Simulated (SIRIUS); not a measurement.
# MoPd (R-3m) in SIRIUS: reference runs

Reference runs on MoPd: the cell as given and a disturbed copy.

All numbers are computed with SIRIUS 7.12.0; they aren't measurements. Logs are shortened: lines on timing, memory, paths and dates and some standing lists are left out, and cuts for length are marked. The log counts tension as positive stress, the text compression.

## Step 1: The structure

Symmetry: R-3m, No. 166, trigonal system. The conventional cell has a = 2.775 Å, b = 2.775 Å, c = 13.934 Å, α = 90.00°, β = 90.00°, γ = 120.00°. Pd (site symmetry -3m) has 6 Pd at 2.78 Å and 6 Mo at 2.82 Å as nearest neighbours. Mo (site symmetry -3m) has 6 Mo at 2.78 Å and 6 Pd at 2.82 Å as nearest neighbours.

The cell comes from a database or a generator and needn't be the stable form of this composition.

## Step 2: Single point, PBEsol

sirius.json reads:

```json
{
  "control": {
    "processing_unit": "cpu",
    "std_evp_solver_name": "lapack",
    "gen_evp_solver_name": "lapack",
    "verbosity": 2,
    "print_forces": true,
    "ortho_rf": true,
    "use_second_variation": true,
    "rmt_max": 3.0,
    "num_bands_to_print": 24,
    "save_wf": true
  },
  "parameters": {
    "electronic_structure_method": "full_potential_lapwlo",
    "xc_functionals": ["XC_GGA_X_PBE_SOL", "XC_GGA_C_PBE_SOL"],
    "core_relativity": "dirac",
    "valence_relativity": "iora",
    "num_fv_states": 27,
    "smearing": "fermi_dirac",
    "smearing_width": 0.0018374661,
    "pw_cutoff": 20,
    "gk_cutoff": 3.48,
    "lmax_apw": 10,
    "lmax_rho": 8,
    "lmax_pot": 8,
    "num_mag_dims": 0,
    "auto_rmt": 0,
    "ngridk": [11, 11, 11],
    "shiftk": [0, 0, 0],
    "num_dft_iter": 80,
    "energy_tol": 1e-07,
    "density_tol": 1e-05,
    "use_symmetry": true
  },
  "settings": {"tol_ne": 1e-10},
  "iterative_solver": {"type": "exact"},
  "mixer": {"type": "anderson", "beta": 0.5, "max_history": 8},
  "unit_cell": {
    "lattice_vectors": [
      [2.6223124086, 1.513992775, 8.7773454431],
      [-2.6223124086, 1.513992775, 8.7773454431],
      [0.0, -3.02798555, 8.7773454431]
    ],
    "atom_types": ["Mo", "Pd"],
    "atom_files": {"Mo": "Mo.json", "Pd": "Pd.json"},
    "atoms": {"Mo": [[0.0, 0.0, 0.0]], "Pd": [[0.5, 0.5, 0.5]]}
  }
}
```

Mo.json reads:

```json
{
  "name": "molybdenum",
  "symbol": "Mo",
  "number": 42,
  "mass": 95.96,
  "rmin": 1e-06,
  "rmt": 2.53,
  "nrmt": 800,
  "rinf": 17.03,
  "core": "1s2s2p3s3p3d",
  "valence": [
    {"basis": [{"enu": 0.16, "dme": 0, "n": 0, "auto": 0}, {"enu": 0.16, "dme": 1, "n": 0, "auto": 0}]},
    {"l": 0, "n": 1, "basis": [{"enu": 0.26, "dme": 0, "n": 0, "auto": 0}]},
    {"l": 1, "n": 2, "basis": [{"enu": 0.26, "dme": 0, "n": 0, "auto": 0}]},
    {"l": 2, "n": 3, "basis": [{"enu": 0.26, "dme": 0, "n": 0, "auto": 0}]},
    {"l": 3, "n": 4, "basis": [{"enu": 0.26, "dme": 0, "n": 0, "auto": 0}]}
  ],
  "lo": [
    {"l": 0, "basis": [{"enu": 0.26, "dme": 0, "n": 0, "auto": 0}, {"enu": 0.26, "dme": 1, "n": 0, "auto": 0}]},
    {
      "l": 0,
      "basis": [{"enu": -1.9559, "dme": 0, "n": 4, "auto": 1}, {"enu": -1.9559, "dme": 1, "n": 4, "auto": 1}]
    },
    {
      "l": 0,
      "basis": [{"enu": -1.9559, "dme": 1, "n": 4, "auto": 1}, {"enu": 0.26, "dme": 0, "n": 0, "auto": 0}]
    },
    {"l": 0, "basis": [{"enu": 0.26, "dme": 0, "n": 0, "auto": 0}, {"enu": 2.7596, "dme": 0, "n": 0, "auto": 0}]},
    {"l": 1, "basis": [{"enu": 0.26, "dme": 0, "n": 0, "auto": 0}, {"enu": 0.26, "dme": 1, "n": 0, "auto": 0}]},
    {
      "l": 1,
      "basis": [{"enu": -1.0113, "dme": 0, "n": 4, "auto": 1}, {"enu": -1.0113, "dme": 1, "n": 4, "auto": 1}]
    },
    {
      "l": 1,
      "basis": [{"enu": -1.0113, "dme": 1, "n": 4, "auto": 1}, {"enu": 0.26, "dme": 0, "n": 0, "auto": 0}]
    },
    {"l": 1, "basis": [{"enu": 0.26, "dme": 0, "n": 0, "auto": 0}, {"enu": 3.1346, "dme": 0, "n": 0, "auto": 0}]},
    {"l": 2, "basis": [{"enu": 0.26, "dme": 0, "n": 0, "auto": 0}, {"enu": 0.26, "dme": 1, "n": 0, "auto": 0}]},
    {"l": 2, "basis": [{"enu": 0.26, "dme": 1, "n": 0, "auto": 0}, {"enu": 0.26, "dme": 2, "n": 0, "auto": 0}]},
    {"l": 2, "basis": [{"enu": 0.26, "dme": 0, "n": 0, "auto": 0}, {"enu": 2.6972, "dme": 0, "n": 0, "auto": 0}]},
    {"l": 3, "basis": [{"enu": 0.26, "dme": 0, "n": 0, "auto": 0}, {"enu": 0.26, "dme": 1, "n": 0, "auto": 0}]},
    {"l": 3, "basis": [{"enu": 0.26, "dme": 0, "n": 0, "auto": 0}, {"enu": 2.9784, "dme": 0, "n": 0, "auto": 0}]}
  ],
  "free_atom": [... radial grid and density of the free atom, the start of the SCF ...]
}
```

Pd.json reads:

```json
{
  "name": "palladium",
  "symbol": "Pd",
  "number": 46,
  "mass": 106.42,
  "rmin": 1e-06,
  "rmt": 2.53,
  "nrmt": 800,
  "rinf": 14.72,
  "core": "1s2s2p3s3p3d",
  "valence": [
    {"basis": [{"enu": 0.16, "dme": 0, "n": 0, "auto": 0}, {"enu": 0.16, "dme": 1, "n": 0, "auto": 0}]},
    {"l": 0, "n": 1, "basis": [{"enu": 0.26, "dme": 0, "n": 0, "auto": 0}]},
    {"l": 1, "n": 2, "basis": [{"enu": 0.26, "dme": 0, "n": 0, "auto": 0}]},
    {"l": 2, "n": 3, "basis": [{"enu": 0.26, "dme": 0, "n": 0, "auto": 0}]},
    {"l": 3, "n": 4, "basis": [{"enu": 0.26, "dme": 0, "n": 0, "auto": 0}]}
  ],
  "lo": [
    {"l": 0, "basis": [{"enu": 0.26, "dme": 0, "n": 0, "auto": 0}, {"enu": 0.26, "dme": 1, "n": 0, "auto": 0}]},
    {"l": 0, "basis": [{"enu": -2.71, "dme": 0, "n": 4, "auto": 1}, {"enu": -2.71, "dme": 1, "n": 4, "auto": 1}]},
    {"l": 0, "basis": [{"enu": -2.71, "dme": 1, "n": 4, "auto": 1}, {"enu": 0.26, "dme": 0, "n": 0, "auto": 0}]},
    {"l": 0, "basis": [{"enu": 0.26, "dme": 0, "n": 0, "auto": 0}, {"enu": 2.7596, "dme": 0, "n": 0, "auto": 0}]},
    {"l": 1, "basis": [{"enu": 0.26, "dme": 0, "n": 0, "auto": 0}, {"enu": 0.26, "dme": 1, "n": 0, "auto": 0}]},
    {
      "l": 1,
      "basis": [{"enu": -1.4649, "dme": 0, "n": 4, "auto": 1}, {"enu": -1.4649, "dme": 1, "n": 4, "auto": 1}]
    },
    {
      "l": 1,
      "basis": [{"enu": -1.4649, "dme": 1, "n": 4, "auto": 1}, {"enu": 0.26, "dme": 0, "n": 0, "auto": 0}]
    },
    {"l": 1, "basis": [{"enu": 0.26, "dme": 0, "n": 0, "auto": 0}, {"enu": 3.1346, "dme": 0, "n": 0, "auto": 0}]},
    {"l": 2, "basis": [{"enu": 0.26, "dme": 0, "n": 0, "auto": 0}, {"enu": 0.26, "dme": 1, "n": 0, "auto": 0}]},
    {"l": 2, "basis": [{"enu": 0.26, "dme": 1, "n": 0, "auto": 0}, {"enu": 0.26, "dme": 2, "n": 0, "auto": 0}]},
    {"l": 2, "basis": [{"enu": 0.26, "dme": 0, "n": 0, "auto": 0}, {"enu": 2.6972, "dme": 0, "n": 0, "auto": 0}]},
    {"l": 3, "basis": [{"enu": 0.26, "dme": 0, "n": 0, "auto": 0}, {"enu": 0.26, "dme": 1, "n": 0, "auto": 0}]},
    {"l": 3, "basis": [{"enu": 0.26, "dme": 0, "n": 0, "auto": 0}, {"enu": 2.9784, "dme": 0, "n": 0, "auto": 0}]}
  ],
  "free_atom": [... radial grid and density of the free atom, the start of the SCF ...]
}
```

sirius_start.json reads:

```json
{
  "control": {
    "processing_unit": "cpu",
    "std_evp_solver_name": "lapack",
    "gen_evp_solver_name": "lapack",
    "verbosity": 1,
    "print_forces": false,
    "ortho_rf": true,
    "use_second_variation": true,
    "rmt_max": 3.0,
    "num_bands_to_print": 24,
    "save_wf": false
  },
  "parameters": {
    "electronic_structure_method": "full_potential_lapwlo",
    "xc_functionals": ["XC_LDA_X", "XC_LDA_C_PW"],
    "core_relativity": "dirac",
    "valence_relativity": "iora",
    "num_fv_states": 27,
    "smearing": "fermi_dirac",
    "smearing_width": 0.0055123983,
    "pw_cutoff": 20,
    "gk_cutoff": 2.78,
    "lmax_apw": 10,
    "lmax_rho": 8,
    "lmax_pot": 8,
    "num_mag_dims": 0,
    "auto_rmt": 0,
    "ngridk": [4, 4, 4],
    "shiftk": [0, 0, 0],
    "num_dft_iter": 30,
    "energy_tol": 0.01,
    "density_tol": 0.05,
    "use_symmetry": true
  },
  "settings": {"tol_ne": 1e-10},
  "iterative_solver": {"type": "exact"},
  "mixer": {"type": "anderson", "beta": 0.5, "max_history": 8},
  "unit_cell": {
    "lattice_vectors": [
      [2.6223124086, 1.513992775, 8.7773454431],
      [-2.6223124086, 1.513992775, 8.7773454431],
      [0.0, -3.02798555, 8.7773454431]
    ],
    "atom_types": ["Mo", "Pd"],
    "atom_files": {"Mo": "Mo.json", "Pd": "Pd.json"},
    "atoms": {"Mo": [[0.0, 0.0, 0.0]], "Pd": [[0.5, 0.5, 0.5]]}
  }
}
```

Potentials or basis: all-electron FP-LAPW, apw+lo standard.

Run with:

```console
$ OMP_NUM_THREADS=1 sirius.scf --input=sirius_start.json --output=start.json
$ OMP_NUM_THREADS=1 sirius.scf --input=sirius.json --output=output.json --task=1
```

The log of the run:

```text
[info] SIRIUS version : 7.12.0
[info] number of MPI ranks           : 1
[info] MPI grid                      : 1 1
[info] maximum number of OMP threads : 1
[fft] FFT context for density and potential
[fft] =====================================
[fft]   plane wave cutoff                     : 20
[fft]   grid size                             : 64 64 64   total : 262144
[fft]   grid limits                           : -31 32   -31 32   -31 32
[fft]   number of G-vectors within the cutoff : 28249
[fft]   number of G-shells                    : 2685
[fft] FFT context for coarse grid
[fft] =====================================
[fft]   plane wave cutoff                     : 6.96
[fft]   grid size                             : 24 24 24   total : 13824
[fft]   grid limits                           : -11 12   -11 12   -11 12
[fft]   number of G-vectors within the cutoff : 1207
[fft]   number of G-shells                    : 143
[unit cell] lattice vectors
[unit cell]   a1 :       2.6223124086      1.5139927750      8.7773454431
[unit cell]   a2 :      -2.6223124086      1.5139927750      8.7773454431
[unit cell]   a3 :       0.0000000000     -3.0279855500      8.7773454431
[unit cell] reciprocal lattice vectors
[unit cell]   b1 :       1.1980237912      0.6916793584      0.2386137262
[unit cell]   b2 :      -1.1980237912      0.6916793584      0.2386137262
[unit cell]   b3 :       0.0000000000     -1.3833587168      0.2386137262
[unit cell] unit cell volume :       209.08490216 [a.u.^3]
[unit cell] 1/sqrt(omega)    :         0.06915740
[unit cell] MT volume        :       135.66885774 (64.89%)
[unit cell] IT volume        :        73.41604442 (35.11%)
[unit cell] number of atom types : 2
[unit cell] type id : 0 symbol : Mo mt_radius :   2.530000 num_atoms : 1
[unit cell] type id : 1 symbol : Pd mt_radius :   2.530000 num_atoms : 1
[unit cell] total number of atoms : 2
[unit cell] number of symmetry classes : 2
[unit cell] atom id  type id  class id             position                      vector_field
[unit cell] ------------------------------------------------------------------------------------------
[unit cell]      0        0        0      0.00000   0.00000   0.00000      0.00000   0.00000   0.00000
[unit cell]      1        1        1      0.50000   0.50000   0.50000      0.00000   0.00000   0.00000
[unit cell] atom id         position (Cartesian, a.u.)
[unit cell] ---------------------------------------------
[... 493 lines left out ...]
[diagonalize] ik:  145   -2.733085   -1.898047   -1.481229   -1.466644   -1.465992   -0.947612   -0.923576   -0.920833    0.158281    0.165152    0.232352    0.252065    0.269023    0.270397    0.303673    0.317280    0.326443    0.334912    0.421219    0.424497    0.831482    0.903615    0.914293    1.014003
[generate_core_charge_density] atom class : 0
[generate_core_charge_density]   n,l,k : 1 0 1  energy :        -727.22733988
[generate_core_charge_density]   n,l,k : 2 0 1  energy :        -102.31376534
[generate_core_charge_density]   n,l,k : 2 1 1  energy :         -94.10444825
[generate_core_charge_density]   n,l,k : 2 1 2  energy :         -90.19205655
[generate_core_charge_density]   n,l,k : 3 0 1  energy :         -17.02846879
[generate_core_charge_density]   n,l,k : 3 1 1  energy :         -13.90548423
[generate_core_charge_density]   n,l,k : 3 1 2  energy :         -13.26084558
[generate_core_charge_density]   n,l,k : 3 2 2  energy :          -7.73602832
[generate_core_charge_density]   n,l,k : 3 2 3  energy :          -7.61388927
[generate_core_charge_density] atom class : 1
[generate_core_charge_density]   n,l,k : 1 0 1  energy :        -886.71839095
[... 39 lines left out ...]
[find] valence_eval_sum               :     -19.32959114
[find] core_eval_sum                  :   -5398.56544753
[find] kinetic energy                 :    9463.03339493
[find] enuc                           :  -11024.26870867
[find] <rho|V^{XC}>                   :    -346.12216096
[find] <rho|E^{XC}>                   :    -263.40816955
[find] <mag|B^{XC}>                   :       0.00000000
[find] <rho|V^{H}>                    :  -14534.80627265
[find] smearing (-TS)                 :      -0.00083998
[find] SCF correction                 :       0.00000185
[find] Total energy                   :   -9092.04661776 (Ha),  -18184.09323552 (Ry)
[find] Free energy (E-TS)             :   -9092.04745774 (Ha),  -18184.09491549 (Ry)
[find] band gap (eV)                  :       0.00000000
[find] Efermi                         :       0.37449367
[find] iteration : 11, RMS (target) : 1.2581e-06 (1.0000e-05) , energy difference (target) : 1.4654e-08 (1.0000e-07)
[find] converged after 12 SCF iterations!
[find] Charges and magnetic moments
[find] --------------------------------------------------------------------------------
[find] atom      charge    core leakage
[find] --------------------------------------------------------------------------------
[find]    0   40.307731    5.347769e-07
[find]    1   45.041098    7.543551e-09
[find] total core leakage    : 5.42320453e-07
[find] interstitial charge   : 2.651167
[find] total charge          : 87.999996
[find] Energy
[find] --------------------------------------------------------------------------------
[find] valence_eval_sum               :     -19.32959114
[find] core_eval_sum                  :   -5398.56544753
[find] kinetic energy                 :    9463.03339493
[find] enuc                           :  -11024.26870867
[find] <rho|V^{XC}>                   :    -346.12216096
[find] <rho|E^{XC}>                   :    -263.40816955
[find] <mag|B^{XC}>                   :       0.00000000
[find] <rho|V^{H}>                    :  -14534.80627265
[find] smearing (-TS)                 :      -0.00083998
[find] SCF correction                 :       0.00000185
[find] Total energy                   :   -9092.04661776 (Ha),  -18184.09323552 (Ry)
[find] Free energy (E-TS)             :   -9092.04745774 (Ha),  -18184.09491549 (Ry)
[find] band gap (eV)                  :       0.00000000
[find] Efermi                         :       0.37449367
[ground_state]
[ground_state] ==== total Forces in Ha/bohr =====
[ground_state] atom:    0, force:       0.0000000      0.0000000      0.0000000
[ground_state] atom:    1, force:       0.0000000      0.0000000      0.0000000
[ground_state] ==== contribution from density =====
[ground_state] atom:    0, force:       0.0000000      0.0000000      0.0000000
[ground_state] atom:    1, force:       0.0000000      0.0000000      0.0000000
[ground_state] ==== contribution from Hartree potential =====
[ground_state] atom:    0, force:       0.0000000      0.0000000      0.0000000
[ground_state] atom:    1, force:       0.0000000      0.0000000      0.0000000
[ground_state] ==== contribution from IBS =====
[ground_state] atom:    0, force:       0.0000000      0.0000000      0.0000000
[ground_state] atom:    1, force:       0.0000000      0.0000000      0.0000000
```

Wall time 2.2 min (1 thread of Arm Neoverse V2, shared host); peak memory 0.67 GiB.

What came out:

```yaml
Free_energy: -247407.2151 eV
Band_gap_on_the_k_mesh: none (metal or under the smearing width)
All_electrons_inside_the_program's_atomic_spheres: Pd 45.04; Mo 40.31 (radii Mo 2.53, Pd 2.53 bohr)
```

Levels at points of the mesh, in eV from the Fermi level:
```csv
k point,band 12,band 13,band 14,band 15,band 16,band 17,band 18,band 19,band 20,band 21
"(0.00, 0.00, 0.00)",-3.21,-2.57,-2.33,-2.33,-0.09,-0.09,0.49,2.52,2.52,8.38
```

(Part 1 of 2 ends here.)
